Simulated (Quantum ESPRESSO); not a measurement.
The system is TaO.

```xyz
2
Lattice="3.0661 0.0000 0.0000 -1.5331 2.6553 0.0000 0.0000 0.0000 3.8550" Properties=species:S:1:pos:R:3 pbc="T T T"
Ta    0.0000    0.0000    1.9275
O     0.0000    0.0000    0.0000
```

The cell was built by a generator and needn't be a form met in nature.

* Program: Quantum ESPRESSO 7.5
* Task: single point
* Functional: PBE
* Potentials or basis: SSSP 1.3 efficiency PBE
* Cutoff: 748 eV
* Density cutoff: 5987 eV
* k mesh: 10 × 10 × 7
* Occupations: fermi-dirac, width 0.05 eV
* Spin: no spin polarisation

On this cell: pressure 0.1 GPa; largest force under 0.003 eV/Å; band gap on the k mesh none (metal or under the smearing width).

The same run follows on a disturbed copy (atoms moved at random, drawn with an rms of 0.05 Å):

```
Ta O
1.0
     3.06611    0.00000    0.00000
    -1.53306    2.65533    0.00000
     0.00000    0.00000    3.85502
Ta O
1 1
Direct
  0.99882 0.00428 0.49921
  0.99983 0.99806 0.99717
```

Question: What changes?

Answer: The energy (extrapolated to zero smearing) moves by +0.3 meV/atom; pressure 0.1 GPa; largest force 0.088 eV/Å; band gap on the k mesh none (metal or under the smearing width).

Forces in eV/Å, atoms in the order of the input:
```
Ta   0.015 -0.019 -0.084
O   -0.015  0.019  0.084
```

Stress tensor (GPa, compression positive):
```
-0.23  0.00  0.00
 0.00 -0.23  0.00
 0.00  0.00  0.72
```

Caveats: an odd number of electrons without spin polarisation forces a metal; a magnetic or distorted state may lie lower.
